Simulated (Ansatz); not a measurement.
# C₄H₁₂ClHfNO₂: a ladder of functionals and wavefunction methods

One table from this session's results is given with a row withheld; the runs are named, their logs left out.

Computed with Ansatz 0.2.0, Gaussian basis. Level: functionals in def2-TZVPP, the program's frozen cores in correlated methods.

Plan: LDA (SPW92), PBE-D4, revPBE-D4, BLYP-D4, r2SCAN-D4, B97M-V, PBE0-D4, B3LYP-D4, r2SCANh-D4, r2SCAN0-D4, HSE06-D4, BHLYP-D4, CAM-B3LYP-D4, LC-ωPBE, ωB97X-V, ωB97M-V, B2PLYP, PBE-QIDH; CCSD(T)/def2-SVP; CCSD(T)/def2-TZVPP; MP2/def2-QZVPP; extrapolation to the limit; RPA on PBE.

1 further run of the same task is left out (for a known fault of the program).

## The relaxed structure

An earlier PBE0-D4 in a triple-zeta def2 set relaxation fixed the geometry. Hf takes the def2 core potential; no spin-orbit term is included.

21 atoms, charge 0, spin multiplicity 1.

Atoms are counted from 1 here; the program's logs count them from 0.

Bond lengths: C1–C2 1.515 Å, C1–H10 1.093 Å, C1–H11 1.095 Å, C1–H12 1.091 Å, C2–N3 1.446 Å, C2–H13 1.102 Å, C2–H14 1.101 Å, N3–C4 1.447 Å, N3–Hf5 2.034 Å, C4–H15 1.100 Å, C4–H16 1.099 Å, C4–H17 1.092 Å, Hf5–O6 1.926 Å, Hf5–Cl7 2.391 Å, Hf5–O8 1.912 Å, O6–H18 0.953 Å, O8–C9 1.387 Å, C9–H19 1.095 Å and more. Angles: C2–C1–H10 111.4°, C2–C1–H11 111.4°, C2–C1–H12 110.6°, H10–C1–H11 108.6°, H10–C1–H12 107.5°, H11–C1–H12 107.2°, C1–C2–N3 113.0°, C1–C2–H13 109.4°, C1–C2–H14 109.1°, N3–C2–H13 109.8°, N3–C2–H14 109.3°, H13–C2–H14 105.9°, C2–N3–C4 111.6°, C2–N3–Hf5 126.2°, C4–N3–Hf5 122.2°, N3–C4–H15 111.4°, N3–C4–H16 111.3°, N3–C4–H17 111.0° and more.

The first run:

Input file in.yaml:

```yaml
crystal:
  periodic: [false, false, false]
  atoms:
    - {symbol: C, position_ang: [1.766213, -0.966725, -0.454542]}
    - {symbol: C, position_ang: [0.549874, -1.788494, -0.078160]}
    - {symbol: N, position_ang: [-0.680107, -1.030700, -0.127876]}
    - {symbol: C, position_ang: [-1.823722, -1.848287, 0.216656]}
    - {symbol: Hf, position_ang: [-0.863788, 0.926115, -0.650918]}
    - {symbol: O, position_ang: [-2.698971, 1.378205, -0.280039]}
    - {symbol: Cl, position_ang: [-0.399973, 1.165161, -2.983949]}
    - {symbol: O, position_ang: [0.360472, 2.035401, 0.311896]}
    - {symbol: C, position_ang: [1.334977, 2.728739, 1.014028]}
    - {symbol: H, position_ang: [1.920273, -0.139469, 0.243589]}
    - {symbol: H, position_ang: [1.673839, -0.558087, -1.466595]}
    - {symbol: H, position_ang: [2.666150, -1.583889, -0.436702]}
    - {symbol: H, position_ang: [0.689624, -2.208795, 0.930744]}
    - {symbol: H, position_ang: [0.473249, -2.651979, -0.757654]}
    - {symbol: H, position_ang: [-1.730666, -2.261106, 1.231676]}
    - {symbol: H, position_ang: [-1.930088, -2.697306, -0.473442]}
    - {symbol: H, position_ang: [-2.747222, -1.266904, 0.177090]}
    - {symbol: H, position_ang: [-3.379725, 2.001015, -0.043368]}
    - {symbol: H, position_ang: [0.903874, 3.211306, 1.897406]}
    - {symbol: H, position_ang: [2.131682, 2.053516, 1.347569]}
    - {symbol: H, position_ang: [1.784055, 3.502283, 0.382601]}
basis:
  gaussian: {orbitals: def2-TZVPP}
hamiltonian: {xc: lda}
output: {orbitals: {seedname: orbitals}}
```

On the command line:

```bash
$ ansatz run in.yaml --threads 4 --pin off --events-out ev --progress --plain --max-ram 46080MiB --backend cuda --devices 0, --max-vram 37GiB
```

Among the steps run: LDA; PBE-D4 (GGA); revPBE-D4 (GGA); BLYP-D4 (GGA); r2SCAN-D4 (meta-GGA); B97M-V (meta-GGA); B3LYP-D4 (hybrid); r2SCANh-D4 (hybrid); r2SCAN0-D4 (hybrid); HSE06-D4 (hybrid); BHLYP-D4 (hybrid); CAM-B3LYP-D4 (range-separated); LC-ωPBE (range-separated); ωB97X-V (range-separated); ωB97M-V (range-separated); B2PLYP (double hybrid); PBE-QIDH (double hybrid).

One table of the session follows, with a row left open; its other results are not shown here.

It belongs to the step «Frontier levels by functional». 

| functional | HOMO (eV) | gap (eV) |
| --- | --- | --- |
| LDA (SPW92) | -5.23 | 4.29 |
| PBE-D4 | -5.09 | 4.41 |
| revPBE-D4 | -5.03 | 4.45 |
| BLYP-D4 | -4.97 | 4.40 |
| r2SCAN-D4 | -5.32 | 4.89 |
| B97M-V | -5.43 | 4.89 |
| PBE0-D4 | ? | ? |
| B3LYP-D4 | -6.13 | 5.98 |
| r2SCANh-D4 | -5.79 | 5.70 |
| r2SCAN0-D4 | -6.50 | 6.90 |
| HSE06-D4 | -5.94 | 5.72 |
| BHLYP-D4 | -7.52 | 8.19 |
| CAM-B3LYP-D4 | -7.67 | 8.49 |
| LC-ωPBE | -8.98 | 10.94 |
| ωB97X-V | -8.67 | 10.41 |
| ωB97M-V | -8.59 | 9.85 |

Estimate the missing values for PBE0-D4.

**Answer.** HOMO (eV): -6.34; gap (eV): 6.47. In the column «HOMO (eV)» it lies between r2SCAN0-D4 (-6.50) and B3LYP-D4 (-6.13).
